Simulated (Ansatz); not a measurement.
**BH₃O + AsH₃: a complex and its separated parts**

The complex below is one end of an elementary step. How strongly is it bound against its free parts?

Method: PBE0-D4/def2-TZVP structures, single points in def2-TZVPP, no counterpoise correction; program: Ansatz 0.2.0, Gaussian basis.

Levels: SPW92, PBE-D4, BLYP-D4, r2SCAN-D4, B97M-V, PBE0-D4, B3LYP-D4, r2SCAN0-D4, BHLYP-D4, CAM-B3LYP-D4, wB97X-V, wB97M-V, B2PLYP, PBE-QIDH, RPA on PBE, Hartree-Fock, MP2, CCSD, CCSD(T).

Cores are frozen in the correlated methods. Filled d shells of the heavier atoms are correlated. B3LYP uses VWN-RPA correlation. B2PLYP carries no dispersion term here.

94 further runs of the same task are left out: 94 set aside as unsound or not needed.

## (1) The starting structure

The complex: 9 atoms, charge 0, spin multiplicity 1.

Atoms are counted from 1 here; the program's logs count them from 0.

Bond lengths: B1–O2 1.352 Å, B1–H3 1.201 Å, B1–H4 1.198 Å, O2–H7 0.960 Å, H5–As6 1.519 Å, As6–H8 1.519 Å, As6–H9 1.522 Å. Angles: O2–B1–H3 121.0°, O2–B1–H4 116.7°, H3–B1–H4 122.1°, B1–O2–H7 113.2°, H5–As6–H8 92.9°, H5–As6–H9 92.9°, H8–As6–H9 92.8°.

As a file:

```mol
AsBH6O
  3D, bonds by distance, orders not assigned

  9  7  0  0  0  0  0  0  0  0999 V2000
   -0.2404    0.6615   -1.4013 B   0  0
    1.0009    0.6080   -1.9333 O   0  0
   -1.0880   -0.1246   -1.7272 H   0  0
   -0.4689    1.5729   -0.6575 H   0  0
    0.8755    0.1871    2.2808 H   0  0
   -0.0325   -0.6967    1.4430 As  0  0
    1.1231   -0.1299   -2.5353 H   0  0
   -1.2871   -0.2001    2.1413 H   0  0
    0.1175   -1.8784    2.3897 H   0  0
  1  2  8  0
  1  3  8  0
  1  4  8  0
  2  7  8  0
  5  6  8  0
  6  8  8  0
  6  9  8  0
M  END
```

Its parts: BH₃O holds atoms 1, 2, 3, 4, 7; AsH₃ holds atoms 5, 6, 8, 9. Each part counts its atoms afresh in its own runs.

## (2) Relaxing BH₃O alone

relax-a/in.yaml reads:

```yaml
crystal:
  periodic: [false, false, false]
  atoms:
    - {symbol: B, position_ang: [-0.240371, 0.661463, -1.401325]}
    - {symbol: O, position_ang: [1.000892, 0.608006, -1.933325]}
    - {symbol: H, position_ang: [-1.088024, -0.124633, -1.727223]}
    - {symbol: H, position_ang: [-0.468921, 1.572926, -0.657537]}
    - {symbol: H, position_ang: [1.123060, -0.129857, -2.535257]}
basis:
  gaussian: {orbitals: def2-TZVP}
hamiltonian: {xc: pbe0, dispersion: d4}
relax: {f_tol: 0.005, max_steps: 200}
```

On the command line:

```sh
$ ansatz run in.yaml --threads 4 --pin off --events-out ev --progress --plain --max-ram 9574MiB
```

Further steps of the session: Relaxing AsH₃ alone; SPW92/def2-TZVPP; PBE-D4/def2-TZVPP; BLYP-D4/def2-TZVPP; r2SCAN-D4/def2-TZVPP; B97M-V/def2-TZVPP; PBE0-D4/def2-TZVPP; B3LYP-D4/def2-TZVPP; r2SCAN0-D4/def2-TZVPP; BHLYP-D4/def2-TZVPP; CAM-B3LYP-D4/def2-TZVPP; wB97X-V/def2-TZVPP; wB97M-V/def2-TZVPP; B2PLYP/def2-TZVPP; PBE-QIDH/def2-TZVPP; RPA on PBE/def2-TZVPP; CCSD(T)/def2-TZVPP; MP2/def2-QZVPP; Vibrations of BH₃O; Vibrations of AsH₃.

Q: Predict the outcome of this session. Wanted: complex less parts, CCSD(T)/def2-TZVPP; with zero-point energy; largest T1 diagnostic.

**Answer**, as computed:

| quantity | value |
| --- | --- |
| complex less parts, CCSD(T)/def2-TZVPP | -5.7 kJ/mol |
| with zero-point energy | -2.0 kJ/mol |
| largest T1 diagnostic | 0.014 |

**Reading.** At CCSD(T) the complex lies 5.7 kJ/mol below its parts. The functionals run from CAM-B3LYP-D4, off by -0.1 kJ/mol, to SPW92, off by -11.1 kJ/mol, against CCSD(T). By rung, the mean size of the error is: LDA 11.1, GGA 2.7, meta-GGA 1.3, hybrid 1.7, range-separated hybrid 0.5, double hybrid 2.1 kJ/mol. PBE-D4 gives a relative energy 4.2 kJ/mol too low, an error of 74 % of the reference. No counterpoise was applied, and triple zeta lacks some correlation, so the CCSD(T) reference has a basis error of its own, and close matches with it are partly luck.
